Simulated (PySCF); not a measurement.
**W(NEt)Cl4: geometry, NMR shifts and electronic excitations**

What NMR shifts and electronic excitations should W(NEt)Cl4 (`CC[N]=[W]([Cl])([Cl])([Cl])[Cl]`) show?

Programs: PySCF 2.14.0, with density-fitted response routines of our own. Each step states its level of theory. These are calculated values for one molecule in the gas phase, unless marked as measured. Atoms count from 0, in the outputs and in this text.

### Step 1. The molecule as given

13 atoms, charge 0, multiplicity 1; geometry from: GFN2-xTB. The atoms were then displaced at random by about 0.03 Å, so the start is not that level's minimum.

Bonds of the start (Å): W0–N1 1.74, W0–Cl9 2.22, W0–Cl10 2.36, W0–Cl11 2.32, W0–Cl12 2.21, N1–C2 1.39, C2–C3 1.38, C2–H4 1.13, C2–H5 1.14, C3–H6 1.11, C3–H7 1.12, C3–H8 1.10.

### Step 2. Optimising the geometry at PBE0-D3(BJ)/def2-SVP

Job settings and geometry (Å):

```
{"job": {"xc": "PBE0", "basis": "def2-SVP", "d3": "d3bj", "grid": 1, "maxiter": 40, "shake": 0.03, "kind": "geom"}, "charge": 0, "multiplicity": 1}
W      0.538230    -0.088820    -1.788620
N      0.655520     0.003060    -0.055040
C      0.426770     0.020920     1.314930
C     -0.920550     0.004690     1.618550
H      0.968410    -0.867520     1.759450
H      0.926540     0.947560     1.764840
H     -1.176580    -0.014060     2.699630
H     -1.441650     0.891170     1.168250
H     -1.457610    -0.878850     1.237440
Cl     2.582790    -0.033290    -2.641740
Cl     0.376990     2.170560    -2.446270
Cl    -1.751290    -0.014730    -2.177990
Cl     0.303070    -2.192810    -2.431240
```

Run with:

```sh
> OMP_NUM_THREADS=1 python probes_run.py task.json out
```

This one command runs all jobs of the session in turn.

Output:

```text
step   0  E = -2040.63403707  max force = 0.124317
step   1  E = -2040.65948645  max force = 0.030461
step   2  E = -2040.66335264  max force = 0.009753
step   3  E = -2040.66398887  max force = 0.009844
step   4  E = -2040.66418439  max force = 0.002355
step   5  E = -2040.66424771  max force = 0.001914
step   6  E = -2040.66425997  max force = 0.005704
step   7  E = -2040.66425217  max force = 0.002551
step   8  E = -2040.66426855  max force = 0.001271
step   9  E = -2040.66427959  max force = 0.001433
step  10  E = -2040.66428198  max force = 0.000671
step  11  E = -2040.66428279  max force = 0.000399
optimisation converged
```

It took 2.3 min on 1 thread of AMD EPYC 9R45, shared host; peak memory 0.77 GiB.

The steps of the relaxation:

```
step  energy from step 0 (eV)  largest force component (eV/Å)
   0                   0.0000                          6.3926
   1                  -0.6925                          1.5664
   2                  -0.7977                          0.5015
   3                  -0.8150                          0.5062
   4                  -0.8204                          0.1211
   5                  -0.8221                          0.0984
   6                  -0.8224                          0.2933
   7                  -0.8222                          0.1312
   8                  -0.8226                          0.0654
   9                  -0.8229                          0.0737
  10                  -0.8230                          0.0345
  11                  -0.8230                          0.0205
```

Close pairs (by a distance rule), those that changed most:

```
   bond  before (Å)  after (Å)  change (Å)
  C2–C3       1.381      1.521      +0.140
W0–Cl12       2.212      2.318      +0.105
 W0–Cl9       2.216      2.314      +0.098
  W0–N1       1.740      1.698      -0.042
W0–Cl10       2.359      2.318      -0.041
  C2–H5       1.145      1.104      -0.041
  N1–C2       1.389      1.419      +0.030
  C2–H4       1.132      1.104      -0.027
```

The final coordinates are the input of the step that follows.

```
                         at the end point                value
  point group (found at 0.08 Å tolerance)                   C1
rotational constants (GHz, main isotopes)  0.746, 0.630, 0.596
                        dipole moment (D)                 4.40
```

### Step 3. Shielding tensors: PBE0/def2-TZVP+pcSseg-1

Job settings and geometry (Å):

```
{"job": {"kind": "nmr", "xc": "PBE0", "basis": {"default": "pcSseg-1", "W": "def2-TZVP"}}, "charge": 0, "multiplicity": 1}
W      0.300619    -0.085493    -1.918546
N      0.468790     0.023438    -0.232707
C      0.530231     0.072334     1.183741
C     -0.857840     0.059635     1.805371
H      1.128574    -0.792733     1.520421
H      1.090117     0.981496     1.465133
H     -0.771386     0.090293     2.900899
H     -1.442502     0.929280     1.474199
H     -1.402919    -0.851711     1.521659
Cl     2.488565    -0.156676    -2.668582
Cl     0.274740     2.135560    -2.579752
Cl    -1.998558    -0.078982    -2.202557
Cl     0.222208    -2.378560    -2.247091
```

Level: GIAO PBE0/pcSseg-1 W:def2-TZVP NMR shielding, scalar relativity only through core potentials, gas phase.

Output:

```text
coarse grid: 62040 points
cycle   1  E = -2040.9356526111  dE = -1.983e+01  |g| = 1.163e+00  |ddm| = 1.029e+01
cycle   2  E = -2036.6580052460  dE =  4.278e+00  |g| = 4.530e+00  |ddm| = 3.835e+00
cycle   3  E = -2041.2350717502  dE = -4.577e+00  |g| = 2.515e-01  |ddm| = 3.280e+00
cycle   4  E = -2041.2437123772  dE = -8.641e-03  |g| = 1.668e-01  |ddm| = 4.020e-01
cycle   5  E = -2041.2493378364  dE = -5.625e-03  |g| = 4.741e-02  |ddm| = 1.343e-01
cycle   6  E = -2041.2498484862  dE = -5.106e-04  |g| = 1.487e-02  |ddm| = 4.621e-02
cycle   7  E = -2041.2498963936  dE = -4.791e-05  |g| = 3.708e-03  |ddm| = 1.357e-02
cycle   8  E = -2041.2498995224  dE = -3.129e-06  |g| = 8.628e-04  |ddm| = 3.679e-03
final grid: 122848 points
cycle   9  E = -2041.2498573758  dE =  2.015e-07  |g| = 1.369e-03  |ddm| = 2.555e-03
cycle  10  E = -2041.2498552749  dE =  2.101e-06  |g| = 3.348e-03  |ddm| = 3.764e-03
cycle  11  E = -2041.2498576554  dE = -2.380e-06  |g| = 9.227e-04  |ddm| = 2.588e-03
cycle  12  E = -2041.2498578475  dE = -1.921e-07  |g| = 7.458e-05  |ddm| = 6.994e-04
cycle  13  E = -2041.2498578486  dE = -1.142e-09  |g| = 3.015e-05  |ddm| = 7.954e-05
cycle  14  E = -2041.2498578488  dE = -2.174e-10  |g| = 4.980e-06  |ddm| = 3.030e-05
converged SCF energy = -2041.2498578488

GIAO shielding tensors (ppm)
atom      isotropic    diamagn.    paramagn.     s11        s22        s33       span
  0 W          nan         nan         nan        nan        nan        nan        nan
  1 N     -176.410     326.465    -502.875   -339.858   -338.539    149.167    489.025
  2 C      119.450     247.344    -127.894     87.185     97.503    173.663     86.478
  3 C      168.782     248.101     -79.320    157.215    166.728    182.402     25.187
  4 H       27.128      28.474      -1.346     23.527     27.547     30.309      6.782
  5 H       27.201      28.361      -1.160     23.549     27.543     30.511      6.963
  6 H       30.024      27.183       2.841     26.163     26.972     36.937     10.773
  7 H       29.379      29.596      -0.217     26.233     27.840     34.065      7.831
  8 H       29.373      29.681      -0.307     26.229     27.921     33.970      7.741
  9 Cl     348.113    1146.764    -798.651     23.650    407.523    613.165    589.515
 10 Cl     350.374    1147.590    -797.216     34.624    399.194    617.304    582.679
 11 Cl     356.750    1148.663    -791.913     53.722    417.711    598.818    545.096
 12 Cl     349.781    1147.788    -798.007     34.973    400.253    614.118    579.145
```

Wall time 32 s (1 thread of AMD EPYC 9R45, shared host); peak memory 1.2 GiB.

Shifts follow as δ = σ(reference) − σ, with reference shieldings (ppm) from runs at the same level and on the same kind of geometry: ¹H TMS 31.27, ¹³C TMS 184.4, ¹⁵N NH3 265.7, ³⁵Cl HCl 943. The references are single molecules in the gas phase, so shifts against H2O, NH3, PH3, H3PO4 or CFCl3 are not on the usual liquid scales and can be off by tens of ppm. Atoms listed in one row are averaged.

```
                atoms                          environment  σ (ppm)  δ (ppm)
                   C2           carbon bonded to C, N, 2 H    119.5     65.0
                   C3              carbon bonded to C, 3 H    168.8     15.6
               H4, H5  hydrogen on a carbon bonded to C, N    27.16     4.10
           H6, H7, H8     hydrogen on a carbon bonded to C    29.59     1.67
                   N1              nitrogen bonded to C, W   -176.4    442.1
Cl9, Cl10, Cl11, Cl12                 chlorine bonded to W      351      592
```

Atoms past Kr carry core potentials, so their printed shieldings have no meaning and are left out of the table.

Charges from the same density, by scheme (e):

```
                atoms  Mulliken  ESP fit
                   W0      0.89     0.81
                   N1     -0.35    -0.41
                   C2     -0.04     0.25
                   C3     -0.31    -0.30
Cl9, Cl10, Cl11, Cl12     -0.23    -0.20
```

Mayer bond orders: W0–N1 2.25, W0–Cl9 1.06, W0–Cl10 1.06, W0–Cl11 1.05, W0–Cl12 1.06, N1–C2 0.92, C2–C3 1.05.

With diffuse functions Mulliken charges and Mayer bond orders lose their meaning; the other schemes are steadier.

Orbitals, density, ELF and potential are computed afterwards from the orbital file.

Frontier orbitals at PBE0/def2-TZVP+pcSseg-1, with the share of their density that lies nearest to each atom:

```
orbital  energy (eV)                             lies on
   HOMO        -8.46          4 Cl atoms about 25 % each
   LUMO        -4.29  W0 65 %; 4 Cl atoms about 8 % each
```

ELF in a plane through or near 7 of the atoms.

Ten even steps from ' ' (0.00) to '@' (1.00):
```
                                                        
                                                        
                                                        
        ..::----::..                                    
      ::==######**==..                                  
    ::++##%%##%%%%++..                                  
    --##%%::**::%%==    ..    ::====..                  
    --##%%**::**##::::++##++--==++**--                  
    ::++##%%%%##--::::####**%%--@@::--..==%%%%::        
      ..::--::--####++**..--##**++@@####@@@@@@%%        
              **##  %%--%%##**..++++**--@@@@@@%%        
              ..**##==..----..  ::++====++####::        
              ..----==--..      ..==++==....            
            --**%%**++%%**::      ....                  
          ::++%%##++****%%++::                          
          ::++%%%%--::%%%%++::                          
            --++##%%%%##++--..                          
              ..::----::..                              
                                                        
                                                        
```
The map spans 11.6 Å across and 10.2 Å up, centred on the molecule. Atoms in the plane (x, y in Å): W0 (-1.9, -0.2), N1 (-0.3, 0.4), C2 (1.0, 0.8), C3 (2.0, -0.4), H6 (3.0, 0.0), Cl9 (-3.2, 1.8), Cl11 (-1.7, -2.5).

On the surface of density 0.002 e/bohr³ the electrostatic potential runs, from the 1st to the 99th percentile, from -0.52 V near Cl10 to 1.62 V near W0.

### Step 4. Ultraviolet spectrum: CAM-B3LYP/def2-SVPD

Settings changed since step 3:

```diff
@@ -1,2 +1,2 @@
-{"job": {"kind": "nmr", "xc": "PBE0", "basis": {"default": "pcSseg-1", "W": "def2-TZVP"}}, "charge": 0, "multiplicity": 1}
+{"job": {"kind": "uv", "xc": "CAM-B3LYP", "basis": "def2-SVPD", "ip": false, "nstates": 10}, "charge": 0, "multiplicity": 1}
 W      0.300619    -0.085493    -1.918546
```

With the program's defaults for keys left out, this is: TDDFT CAM-B3LYP/def2-SVPD, vertical, gas phase, core orbitals frozen in the response.

Output:

```text
coarse grid: 62040 points
cycle   1  E = -2041.2360320751  dE = -1.233e+01  |g| = 7.292e-01  |ddm| = 9.083e+00
cycle   2  E = -2040.9469395046  dE =  2.891e-01  |g| = 1.425e+00  |ddm| = 2.929e+00
cycle   3  E = -2041.3334486634  dE = -3.865e-01  |g| = 3.531e-01  |ddm| = 1.724e+00
cycle   4  E = -2041.3608084913  dE = -2.736e-02  |g| = 6.760e-02  |ddm| = 4.461e-01
cycle   5  E = -2041.3614633178  dE = -6.548e-04  |g| = 4.431e-02  |ddm| = 1.660e-01
cycle   6  E = -2041.3619582943  dE = -4.950e-04  |g| = 6.505e-03  |ddm| = 6.633e-02
cycle   7  E = -2041.3619694877  dE = -1.119e-05  |g| = 2.113e-03  |ddm| = 1.461e-02
cycle   8  E = -2041.3619711633  dE = -1.676e-06  |g| = 4.450e-04  |ddm| = 6.580e-03
final grid: 122848 points
cycle   9  E = -2041.3618521032  dE = -7.214e-08  |g| = 6.915e-04  |ddm| = 5.052e-03
cycle  10  E = -2041.3618515565  dE =  5.467e-07  |g| = 1.780e-03  |ddm| = 2.166e-03
cycle  11  E = -2041.3618522231  dE = -6.666e-07  |g| = 9.613e-05  |ddm| = 1.603e-03
cycle  12  E = -2041.3618522263  dE = -3.173e-09  |g| = 3.389e-05  |ddm| = 1.663e-04
cycle  13  E = -2041.3618522273  dE = -9.663e-10  |g| = 1.213e-05  |ddm| = 1.479e-04
converged SCF energy = -2041.3618522273

Static polarisability (au): isotropic 139.033, principal 131.806 139.371 145.921

Singlet excitations
state   eV       nm        f      main configurations
  1   3.0333    408.7   0.00272   H-1->L 0.95
  2   3.0809    402.4   0.00329   H-2->L 0.94
  3   3.2361    383.1   0.00001   H->L 0.97
  4   3.5810    346.2   0.00002   H-5->L 0.49, H-4->L 0.39, H-3->L 0.12
  5   3.8019    326.1   0.05936   H-3->L 0.75, H-4->L 0.16
  6   3.8132    325.1   0.06025   H-5->L 0.46, H-4->L 0.40
  7   4.5856    270.4   0.00002   H-6->L 0.99
  8   4.7246    262.4   0.01095   H-7->L 0.89
  9   4.7436    261.4   0.01058   H-8->L 0.89
 10   4.7620    260.4   0.00093   H-1->L+1 0.48, H-2->L+2 0.30

Triplet excitations (Tamm-Dancoff, eV): 2.6056 2.8814 2.9255 3.3362
```

It took 50 s on 1 thread of AMD EPYC 9R45, shared host; peak memory 1.4 GiB.

The orbitals next to the gap, with their largest atomic shares:

```
orbital      eV                           atoms
 HOMO−3  -10.52  Cl9 28 %, Cl10 27 %, Cl11 20 %
 HOMO−2  -10.08    Cl9 27 %, Cl11 24 %, N1 21 %
 HOMO−1  -10.03   Cl10 27 %, Cl12 25 %, N1 21 %
   HOMO   -9.73  Cl10 26 %, Cl9 26 %, Cl11 24 %
   LUMO   -3.39      W0 66 %, Cl12 8 %, Cl9 8 %
 LUMO+1   -1.37      W0 51 %, N1 24 %, Cl11 7 %
 LUMO+2   -1.35      W0 51 %, N1 25 %, Cl12 6 %
```

With each of the 10 states as a Gaussian band of 0.4 eV half-width at 1/e, the curve within the window shown has maxima at 326 nm (ε 4,900), 264 nm (ε 940) L/(mol cm). Beyond the last state computed it falls off for lack of states. The curve at chosen wavelengths:

```tsv
nm	ε (L/mol/cm)
245	467
256	850
266	930
277	895
287	1245
298	2331
308	3631
319	4667
329	4812
340	4154
351	3085
361	2137
372	1342
382	872
393	569
403	415
414	315
425	249
435	201
446	156
456	121
467	89
477	66
488	46
498	33
509	22
```

Leading natural transition orbitals of singlet state 6: the hole lies on 4 Cl atoms about 24 % each; the particle on W0 67 %; 4 Cl atoms about 8 % each.

Leading natural transition orbitals of singlet state 1: the hole lies on N1 31 %; Cl10, Cl12 about 26 % each; the particle on W0 66 %; 4 Cl atoms about 8 % each.

Further results of this job:

```
           property  computed
  dipole moment (D)      4.55
polarisability (Å³)     20.60
 HOMO–LUMO gap (eV)      6.34
      −ε(HOMO) (eV)      9.73
```

### Step 5. Nuclear shieldings: KT2/def2-TZVP+pcSseg-1

Settings changed since step 4:

```diff
@@ -1,2 +1,2 @@
-{"job": {"kind": "uv", "xc": "CAM-B3LYP", "basis": "def2-SVPD", "ip": false, "nstates": 10}, "charge": 0, "multiplicity": 1}
+{"job": {"kind": "nmr", "xc": "KT2", "basis": {"default": "pcSseg-1", "W": "def2-TZVP"}, "pop": false}, "charge": 0, "multiplicity": 1}
 W      0.300619    -0.085493    -1.918546
```

Method: GIAO KT2/pcSseg-1 W:def2-TZVP NMR shielding, scalar relativity only through core potentials, gas phase.

Output:

```text
coarse grid: 62040 points
cycle   1  E = -2057.8979358098  dE = -1.948e+01  |g| = 1.286e+00  |ddm| = 1.028e+01
cycle   2  E = -2051.9478190462  dE =  5.950e+00  |g| = 5.088e+00  |ddm| = 4.259e+00
cycle   3  E = -2058.1785446157  dE = -6.231e+00  |g| = 5.259e-01  |ddm| = 3.884e+00
cycle   4  E = -2058.2047689853  dE = -2.622e-02  |g| = 4.303e-01  |ddm| = 8.408e-01
cycle   5  E = -2058.2438952058  dE = -3.913e-02  |g| = 1.045e-01  |ddm| = 3.020e-01
cycle   6  E = -2058.2458684673  dE = -1.973e-03  |g| = 6.170e-02  |ddm| = 1.251e-01
cycle   7  E = -2058.2467269535  dE = -8.585e-04  |g| = 1.707e-02  |ddm| = 5.501e-02
cycle   8  E = -2058.2467932345  dE = -6.628e-05  |g| = 4.956e-03  |ddm| = 1.611e-02
cycle   9  E = -2058.2467991487  dE = -5.914e-06  |g| = 2.058e-03  |ddm| = 7.242e-03
final grid: 122848 points
cycle  10  E = -2058.2467294178  dE =  7.458e-06  |g| = 5.119e-03  |ddm| = 9.037e-03
cycle  11  E = -2058.2466781860  dE =  5.123e-05  |g| = 1.330e-02  |ddm| = 2.262e-02
cycle  12  E = -2058.2467379610  dE = -5.978e-05  |g| = 1.387e-03  |ddm| = 1.628e-02
cycle  13  E = -2058.2467383802  dE = -4.192e-07  |g| = 4.352e-04  |ddm| = 1.119e-03
cycle  14  E = -2058.2467384185  dE = -3.836e-08  |g| = 1.388e-04  |ddm| = 3.240e-04
cycle  15  E = -2058.2467384234  dE = -4.865e-09  |g| = 1.749e-05  |ddm| = 1.215e-04
cycle  16  E = -2058.2467384235  dE = -7.321e-11  |g| = 3.760e-06  |ddm| = 1.723e-05
converged SCF energy = -2058.2467384235

GIAO shielding tensors (ppm)
atom      isotropic    diamagn.    paramagn.     s11        s22        s33       span
  0 W          nan         nan         nan        nan        nan        nan        nan
  1 N     -138.033     325.753    -463.786   -275.050   -271.957    132.907    407.956
  2 C      118.119     250.317    -132.199     86.151     97.388    170.817     84.666
  3 C      167.097     249.148     -82.051    155.530    163.933    181.829     26.300
  4 H       26.870      28.828      -1.958     23.265     27.333     30.011      6.746
  5 H       26.930      28.706      -1.776     23.285     27.324     30.182      6.897
  6 H       29.921      27.152       2.769     26.280     27.020     36.462     10.182
  7 H       29.323      30.010      -0.686     26.305     27.824     33.841      7.536
  8 H       29.319      30.105      -0.786     26.299     27.908     33.750      7.450
  9 Cl     304.249    1148.770    -844.521     36.694    288.461    587.593    550.899
 10 Cl     304.949    1149.656    -844.706     43.237    278.601    593.010    549.774
 11 Cl     314.811    1150.760    -835.949     62.702    302.270    579.462    516.760
 12 Cl     305.023    1149.855    -844.832     44.114    280.892    590.063    545.949
```

It took 33 s on 1 thread of AMD EPYC 9R45, shared host; peak memory 1.3 GiB.

In short: δ C2 65.1, C3 16.1, N1 402.3, Cl9 635, H4 4.28, H6 1.66 ppm (means over like atoms).

### Step 6. Run by run: NMR shifts

Shifts (ppm), means over like atoms, with basis size and wall time:

```
                    run    C2    C3    H4    H6     N1  Cl9  functions  time
PBE0/def2-TZVP+pcSseg-1  65.0  15.6  4.10  1.67  442.1  592        212  32 s
 KT2/def2-TZVP+pcSseg-1  65.1  16.1  4.28  1.66  402.3  635        212  33 s
```

### Step 7. Results

| quantity | value |
| --- | --- |
| point group | C1 |
| rotational constants (main isotopes) | 0.75, 0.63, 0.60 GHz |
| ¹³C shifts against TMS (PBE0/def2-TZVP+pcSseg-1) | 65.0, 15.6 ppm |
| ¹H shifts against TMS (PBE0/def2-TZVP+pcSseg-1, means over atoms taken as alike) | 4.10, 1.67 ppm |
| ¹⁵N shifts against NH3 (PBE0/def2-TZVP+pcSseg-1) | 442.1 ppm |
| ³⁵Cl shifts against HCl (PBE0/def2-TZVP+pcSseg-1, means over atoms taken as alike) | 592 ppm |
| surface potential, 1st and 99th percentile | -0.52 V and 1.62 V |
| lowest singlet (CAM-B3LYP/def2-SVPD) | 3.03 eV (409 nm), f = 0.003 |
| brightest single state of those computed | state 6, 3.81 eV, f = 0.060 |
| lowest triplet | 2.61 eV |
| range of the shift of Cl9 | 592 to 635 ppm |

The start was shaken at random, so part of the energy gained undoes that. Over 11 steps the energy fell by 0.823 eV; of the close pairs, C2–C3 changed most, 1.381 to 1.521 Å. At PBE0/def2-TZVP+pcSseg-1: The largest span, 574 ppm, is at Cl9, Cl10, Cl11, Cl12, where the paramagnetic term is -796 ppm. At PBE0/def2-TZVP+pcSseg-1, counted by nearest atom on the grid, the HOMO lies on 4 Cl atoms about 25 % each, the LUMO on W0 65 %; 4 Cl atoms about 8 % each. The first singlet state (HOMO−1→LUMO 0.95) lies at 3.03 eV and is weak; of the 10 states computed, the strongest absorption comes from states 5 to 6 together at 3.81 eV. The lowest triplet lies 0.43 eV below the lowest singlet (triplets in Tamm-Dancoff, singlets in full TDDFT). Spin-orbit coupling, left out, mixes singlets and triplets in elements this heavy. Across the 2 runs the shift of Cl9 (with its like atoms) moves most, between 592 (PBE0/def2-TZVP+pcSseg-1) and 635 ppm (KT2/def2-TZVP+pcSseg-1). Spin-orbit coupling is left out, which matters for shieldings and couplings at and beside the heavy atoms.
